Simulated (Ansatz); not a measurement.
Write the native input for Ansatz 0.2.0 that does the following.

- Task: projected density of states
- Functional: PBE
- Potentials or basis: all-electron LAPW, scalar-relativistic
- Cutoff: 375 eV (chosen from the basis error)
- Basis error allowed: 0.002 eV/atom
- k mesh: 6 × 6 × 4
- Occupations: fermi-dirac, width 0.05 eV
- Spin: no spin polarisation

Crystal: HfIn4SiO6.

```
Hf In Si O
1.0
     2.71585   -4.70357    0.00833
     2.71585    4.70357    0.00833
    -1.87915    0.00000    7.40127
Hf In Si O
1 4 1 6
Direct
  0.78835 0.21165 0.00000
  0.62175 0.37825 0.50000
  0.45502 0.54498 0.00000
  0.28407 0.71593 0.50000
  0.95814 0.04186 0.50000
  0.12168 0.87832 0.00000
  0.06219 0.11415 0.86666
  0.88585 0.93781 0.13334
  0.79490 0.53784 0.86663
  0.46216 0.20510 0.13337
  0.15352 0.62879 0.13333
  0.37121 0.84648 0.86667
```

The cell was built by a generator and needn't be a form met in nature.

The input as run:

input.yaml

```yaml
crystal:
  lattice:
    - [2.71585, -4.70357, 0.00833]
    - [2.71585, 4.70357, 0.00833]
    - [-1.87915, 0.0, 7.40127]
  atoms:
    - { symbol: Hf, position: [0.78835, 0.21165, 0.0] }
    - { symbol: In, position: [0.62175, 0.37825, 0.5] }
    - { symbol: In, position: [0.45502, 0.54498, 0.0] }
    - { symbol: In, position: [0.28407, 0.71593, 0.5] }
    - { symbol: In, position: [0.95814, 0.04186, 0.5] }
    - { symbol: Si, position: [0.12168, 0.87832, 0.0] }
    - { symbol: O, position: [0.06219, 0.11415, 0.86666] }
    - { symbol: O, position: [0.88585, 0.93781, 0.13334] }
    - { symbol: O, position: [0.7949, 0.53784, 0.86663] }
    - { symbol: O, position: [0.46216, 0.2051, 0.13337] }
    - { symbol: O, position: [0.15352, 0.62879, 0.13333] }
    - { symbol: O, position: [0.37121, 0.84648, 0.86667] }
kpoints:
  mp_grid: { grid: [6, 6, 4] }
  band_path:
    path:
      - [0.0, 0.0, 0.0]
      - [-0.333349007, -0.333349007, 0.0569735895]
      - [-0.3635935574, -0.3635935574, 0.4067587612]
      - [-0.3031044566, -0.3031044566, 0.7071884177]
      - [0.0, 0.0, 0.5]
      - [-0.5, 0.5, 0.5]
      - [-0.6364064426, 0.3635935574, 0.5932412388]
    npoints: 12
scf:
  occupations: { method: fermi_dirac, width: 0.05 }
hamiltonian:
  xc: pbe
  pseudopotentials: { kind: all_electron, lapw: { basis_error: 0.002 } }
output:
  forces: true
  stress: true
  eigenvalues: true
  fatbands: false
  dos: { projected: true, de: 0.1, e_range: [-20, 6] }
  populations: true
```

Potentials or basis: all-electron LAPW, scalar-relativistic.

Command:

```console
$ ansatz run input.yaml --threads 8 --pin off --max-ram 24576MiB --backend cpu --events-out ev --progress --plain --runs-dir out
```

Results of the run:

```yaml
Pressure: 0.1 GPa
Largest_force: 0.015 eV/Å
Band_gap_along_the_path: none (metal or under the smearing width)
Loewdin_charges: Hf +1.51; In +0.17, +1.06; Si +1.57; O -0.70 e
```

Caveat: spin-orbit coupling is left out, which moves the levels of the heavy elements.

Run time: 110 s on 8 threads of Intel(R) Xeon(R) 6975P-C (Granite Rapids), on a shared host, peak memory 3.8 GiB.
